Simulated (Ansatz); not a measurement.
# CH3Cl3GeSe: basis-set convergence

An exercise on one series of results from a longer session: the logs are not shown, and one member is left open.

Computed with Ansatz 0.2.0, Gaussian basis. Level: one geometry, several basis sets.

Levels to be run: PBE0-D4/def2-SVP; ωB97M-V/def2-SVP; PBE0-D4/def2-QZVPP; ωB97M-V/def2-QZVPP; the functionals' def2-TZVPP values are taken from earlier runs.

### The relaxed structure

An earlier PBE0-D4 in a triple-zeta def2 set relaxation fixed the geometry.

9 atoms, charge 0, spin multiplicity 1.

Atoms are counted from 1 here; the program's logs count them from 0.

Bond lengths: C1–Se2 1.957 Å, C1–H7 1.087 Å, C1–H8 1.087 Å, C1–H9 1.089 Å, Se2–Ge3 2.312 Å, Ge3–Cl4 2.139 Å, Ge3–Cl5 2.127 Å, Ge3–Cl6 2.139 Å. Angles: Se2–C1–H7 110.1°, Se2–C1–H8 110.1°, Se2–C1–H9 105.4°, H7–C1–H8 111.3°, H7–C1–H9 109.9°, H8–C1–H9 109.9°, C1–Se2–Ge3 95.3°, Se2–Ge3–Cl4 112.3°, Se2–Ge3–Cl5 109.3°, Se2–Ge3–Cl6 112.2°, Cl4–Ge3–Cl5 108.7°, Cl4–Ge3–Cl6 105.6°, Cl5–Ge3–Cl6 108.7°.

Set-up of the first run:

The input, in.yaml:

```yaml
crystal:
  periodic: [false, false, false]
  atoms:
    - {symbol: C, position_ang: [-0.136810, -1.308909, 1.039339]}
    - {symbol: Se, position_ang: [1.436170, -0.566511, 0.141555]}
    - {symbol: Ge, position_ang: [0.287956, 1.126422, -0.936887]}
    - {symbol: Cl, position_ang: [-1.242357, 0.373013, -2.227767]}
    - {symbol: Cl, position_ang: [1.652905, 2.274478, -2.096603]}
    - {symbol: Cl, position_ang: [-0.709390, 2.428758, 0.436184]}
    - {symbol: H, position_ang: [-0.858012, -1.657574, 0.303904]}
    - {symbol: H, position_ang: [-0.575743, -0.565672, 1.700805]}
    - {symbol: H, position_ang: [0.233781, -2.150404, 1.622369]}
basis:
  gaussian: {orbitals: def2-SVP}
hamiltonian: {xc: pbe0, dispersion: d4}
output: {orbitals: {seedname: orbitals}}
```

Started as:

```
> ansatz run in.yaml --threads 4 --pin off --events-out ev --progress --plain --max-ram 11315MiB
```

Among the steps run: PBE0-D4 in def2-SVP; ωB97M-V in def2-SVP; PBE0-D4 in def2-QZVPP; ωB97M-V in def2-QZVPP.

One table of the session follows, with a row left open; its other results are not shown here.

It belongs to the step «Density functionals: the series». 

```
functional       basis  HOMO (eV)  LUMO (eV)
   PBE0-D4    def2-SVP      -7.31      -1.75
   PBE0-D4  def2-TZVPP      -7.39      -1.95
   PBE0-D4  def2-QZVPP      -7.41      -2.00
   ωB97M-V    def2-SVP      -9.44       0.34
   ωB97M-V  def2-TZVPP          ?          ?
   ωB97M-V  def2-QZVPP      -9.58      -0.07
```

Q: Estimate the row for ωB97M-V, def2-TZVPP from the others.

**Answer.** HOMO (eV): -9.56; LUMO (eV): 0.03. In the column «HOMO (eV)» it lies between ωB97M-V, def2-QZVPP (-9.58) and ωB97M-V, def2-SVP (-9.44).
